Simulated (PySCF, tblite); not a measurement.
# C3H6Al2Cl3F: geometry, infrared bands and NMR shifts

What infrared bands and NMR shifts should C3H6Al2Cl3F (`C=C[CH2][Al@H-]1[Cl+][Al@@-]([F])([Cl])[Cl+]1`) show?

Computed with tblite 0.8.0 and PySCF 2.14.0, with density-fitted response routines of our own, on a single molecule in the gas phase. Atoms are numbered from 0 throughout.

## 1. Starting geometry

15 atoms, charge 0, multiplicity 1; geometry from: force field or distance geometry start.

Bonds of the start (Å): C0–C1 1.33, C1–C2 1.50, C2–Al3 1.98, Al3–Cl4 2.19, Cl4–Al5 2.19, Al5–F6 1.80, Al5–Cl7 2.22, Al5–Cl8 2.21, Cl8–Al3 2.24, C0–H9 1.10, C0–H10 1.10, C1–H11 1.07, C2–H12 1.12, C2–H13 1.11, Al3–H14 1.60.

## 2. Relaxing the molecule with GFN2-xTB

Job settings and geometry (Å):

```
{"job": {"kind": "relax", "xc": "GFN2-xTB", "basis": "xTB"}, "charge": 0, "multiplicity": 1}
C     -3.254900    -0.103400     0.357700
C     -2.149000     0.419300    -0.170200
C     -0.940500     0.439900     0.725700
Al     0.507400    -0.613300    -0.118500
Cl     1.809900     0.620400    -1.383000
Al     3.597900    -0.000300    -0.278000
F      4.595500    -1.212600    -1.154300
Cl     4.759500     1.713900     0.524500
Cl     2.262100    -0.897600     1.238800
H     -3.189100    -0.455200     1.400700
H     -4.195900    -0.172500    -0.198200
H     -2.093400     0.795000    -1.171500
H     -1.220800    -0.015000     1.710100
H     -0.539500     1.475400     0.825300
H      0.046700    -1.986100    -0.795000
```

Command:

```bash
OMP_NUM_THREADS=1 python probes_run.py task.json out
```

The driver reads the jobs from task.json and runs them one after another.

**Question.** After this job, these run on its result: GFN2-xTB harmonic vibrations, gas phase; GIAO PBE0/pcSseg-1 NMR shielding, non-relativistic, gas phase. What will the session give for the following? strongest infrared band; zero-point energy (GFN2-xTB); 13C shifts against TMS (PBE0/pcSseg-1); 1H shifts against TMS (PBE0/pcSseg-1); 27Al shifts against AlH4- (PBE0/pcSseg-1); 35Cl shifts against HCl (PBE0/pcSseg-1); 19F shifts against CFCl3 (PBE0/pcSseg-1).

As calculated:

```
                                 quantity                             value
                  strongest infrared band              587 cm⁻¹, 224 km/mol
             zero-point energy (GFN2-xTB)                     51.4 kcal/mol
   13C shifts against TMS (PBE0/pcSseg-1)            139.8, 129.0, 23.4 ppm
    1H shifts against TMS (PBE0/pcSseg-1)  6.22, 5.81, 5.15, 4.44, 2.00 ppm
27Al shifts against AlH4- (PBE0/pcSseg-1)                    50.5, 11.0 ppm
  35Cl shifts against HCl (PBE0/pcSseg-1)                       85, -10 ppm
 19F shifts against CFCl3 (PBE0/pcSseg-1)                        -156.2 ppm
```

In words: Over 158 steps the energy fell by 0.899 eV; of the bonds of the start, Al5–Cl7 changed most, 2.221 to 2.018 Å. The lowest mode is slightly imaginary (7i cm⁻¹), a soft motion within the noise of the Hessian, so the minimum is not strictly shown. The strongest single mode, at 587 cm⁻¹, moves mainly H14, H12 and C2. GFN2-xTB is a fitted tight-binding method: band positions and strengths are rough. Its intensities can rank the bands wrongly. C1 (alkene CH) lies farthest downfield among carbon, at 139.8 ppm; as expected for a trigonal carbon in a double bond. The most deshielded hydrogen is H11 (hydrogen on an alkene CH), at 6.22 ppm: olefinic region. At PBE0/pcSseg-1: The widest tensor belongs to C1: span 236 ppm, with a paramagnetic part of -214 ppm.
